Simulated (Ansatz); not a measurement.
# propane on ZrC (100)

This session takes ZrC and sets out to adsorb propane from several starts and take the binding apart.

Method: DFT PBE+D3(BJ), scalar-relativistic, plane waves, PAW, in Ansatz 0.2.0.

2 further runs of the same task are left out: 2 set aside as unsound or not needed.

## 1. The starting structure

The structure is tetragonal, space group P4mm (No. 99). Conventional cell: a = 3.304 Å, b = 3.304 Å, c = 20.673 Å, α = 90.00°, β = 90.00°, γ = 90.00°. Around Zr (site symmetry 4mm) lie 5 C at 2.27 to 2.34 Å. C (site symmetry 4mm) has 5 Zr at 2.28 to 2.34 Å as nearest neighbours. Zr (site symmetry 4mm) is surrounded by 6 C at 2.28 to 2.34 Å. C (site symmetry 4mm) has 6 Zr at 2.26 to 2.34 Å as nearest neighbours. Around Zr (site symmetry 4mm) lie 5 C at 2.26 to 2.34 Å. Around C (site symmetry 4mm) lie 5 Zr at 2.32 to 2.34 Å.

As a file:

```cif
data_structure
_symmetry_space_group_name_H-M 'P4mm'
_symmetry_Int_Tables_number 99
_cell_length_a 3.3043
_cell_length_b 3.3043
_cell_length_c 20.6729
_cell_angle_alpha 90.000
_cell_angle_beta 90.000
_cell_angle_gamma 90.000
_cell_volume 225.71
loop_
_atom_site_label
_atom_site_type_symbol
_atom_site_symmetry_multiplicity
_atom_site_Wyckoff_symbol
_atom_site_fract_x
_atom_site_fract_y
_atom_site_fract_z
_atom_site_occupancy
Zr1 Zr 1 a 0.00000 0.00000 0.61302 1
C1 C 1 b 0.50000 0.50000 0.61302 1
Zr2 Zr 1 b 0.50000 0.50000 0.50279 1
C2 C 1 a 0.00000 0.00000 0.50325 1
Zr3 Zr 1 a 0.00000 0.00000 0.39374 1
C3 C 1 b 0.50000 0.50000 0.39064 1
```

Miller indices refer to the conventional cell of the relaxed bulk, Fm-3m (No. 225): a = 4.673 Å, b = 4.673 Å, c = 4.673 Å, α = 90.00°, β = 90.00°, γ = 90.00°.

It is a (100) slab, 4.7 Å thick as cut, with 16 Å of vacuum, in a 2×2 surface cell; its outer planes are ZrC (top) and ZrC (bottom). An earlier relaxation, lower half held, gave -53235.5842 eV, work function 3.69 eV (top face), 3.48 eV (bottom face), dipole along +c -0.051 e·Å per cell.

## 2. propane, flat, over a top (C) site

input.yaml

```yaml
crystal:
  lattice:
    - [6.6085416874, 0.0, 0.0]
    - [0.0, 6.6085416874, 0.0]
    - [0.0, 0.0, 24.4851446409]
  atoms:
    - { symbol: Zr, position: [0.5, 0.5, 0.3267287213] }
    - { symbol: Zr, position: [0.5, 0.0, 0.3267287213] }
    - { symbol: Zr, position: [0.0, 0.5, 0.3267287213] }
    - { symbol: Zr, position: [0.0, 0.0, 0.3267287213] }
    - { symbol: C, position: [0.25, 0.25, 0.3267287213] }
    - { symbol: C, position: [0.25, 0.75, 0.3267287213] }
    - { symbol: C, position: [0.75, 0.25, 0.3267287213] }
    - { symbol: C, position: [0.75, 0.75, 0.3267287213] }
    - { symbol: Zr, position: [0.75, 0.75, 0.4197996154] }
    - { symbol: Zr, position: [0.75, 0.25, 0.4197996154] }
    - { symbol: Zr, position: [0.25, 0.75, 0.4197996154] }
    - { symbol: Zr, position: [0.25, 0.25, 0.4197996154] }
    - { symbol: C, position: [0.5, 0.5, 0.4194094959] }
    - { symbol: C, position: [0.5, 0.0, 0.4194094959] }
    - { symbol: C, position: [0.0, 0.5, 0.4194094959] }
    - { symbol: C, position: [0.0, 0.0, 0.4194094959] }
    - { symbol: Zr, position: [0.0, 0.0, 0.5118715509] }
    - { symbol: Zr, position: [0.0, 0.5, 0.5118715509] }
    - { symbol: Zr, position: [0.5, 0.0, 0.5118715509] }
    - { symbol: Zr, position: [0.5, 0.5, 0.5118715509] }
    - { symbol: C, position: [0.75, 0.75, 0.5144888182] }
    - { symbol: C, position: [0.75, 0.25, 0.5144888182] }
    - { symbol: C, position: [0.25, 0.75, 0.5144888182] }
    - { symbol: C, position: [0.25, 0.25, 0.5144888182] }
    - { symbol: C, position: [0.83621355, 0.7049768104, 0.6519640118] }
    - { symbol: C, position: [0.873606075, 0.4771806783, 0.6519640118] }
    - { symbol: C, position: [0.6749552383, 0.3595705423, 0.6519640118] }
    - { symbol: H, position: [0.9833546552, 0.7860960888, 0.6519640118] }
    - { symbol: H, position: [0.75, 0.75, 0.6149579] }
    - { symbol: H, position: [0.75, 0.75, 0.6889701236] }
    - { symbol: H, position: [0.962740815, 0.4355674299, 0.6887822546] }
    - { symbol: H, position: [0.962740815, 0.4355674299, 0.6151498532] }
    - { symbol: H, position: [0.7072551394, 0.1946852935, 0.6519640118] }
    - { symbol: H, position: [0.5850835984, 0.3967533515, 0.6889701236] }
    - { symbol: H, position: [0.5850835984, 0.3967533515, 0.6149579] }
basis:
  ecutwfc: 420
kpoints:
  mp_grid: { grid: [3, 3, 1] }
hamiltonian:
  xc: pbe
  dispersion: d3bj
scf:
  occupations: { method: gaussian, width: 0.1 }
output:
  forces: true
  eigenvalues: true
  write_density: true
  write_potential: true
  elf: true
  volumetric_format: npy
relax:
  adjacent_minimum: "off"
  f_tol: 0.04
  max_steps: 100
  constraints: [{ sites: [0, 1, 2, 3, 4, 5, 6, 7] }]
efield:
  axis: 3
  dipole_correction: true
  ramp_width: 0.04
```

Run with:

```
$ ansatz run input.yaml --threads 4 --pin off --max-ram 12288MiB --backend cpu --events-out ev --progress --plain --runs-dir out
```

Further runs follow: propane, upright, over a hollow (nearest C) site; the lowest end once more, with its density; the slab alone, frozen as in the lowest end; the molecules alone, frozen as adsorbed.

What does the calculation give? Wanted: propane: lowest end; interaction of the frozen parts; electrons moved above the midplane.

The runs gave:

```
                                    quantity                                  value
                         propane: lowest end  E_ads -0.49 eV, flat start over top C
             interaction of the frozen parts                        -0.47 eV a cell
                  cost of deforming the slab                                0.01 eV
cost of deforming and crowding the molecules                               -0.03 eV
          electrons moved above the midplane                                 -0.017
```

**Reading.** propane binds with 0.49 eV a molecule at best. In all 0.12 electrons are rearranged, and 0.02 cross the midplane towards the slab.
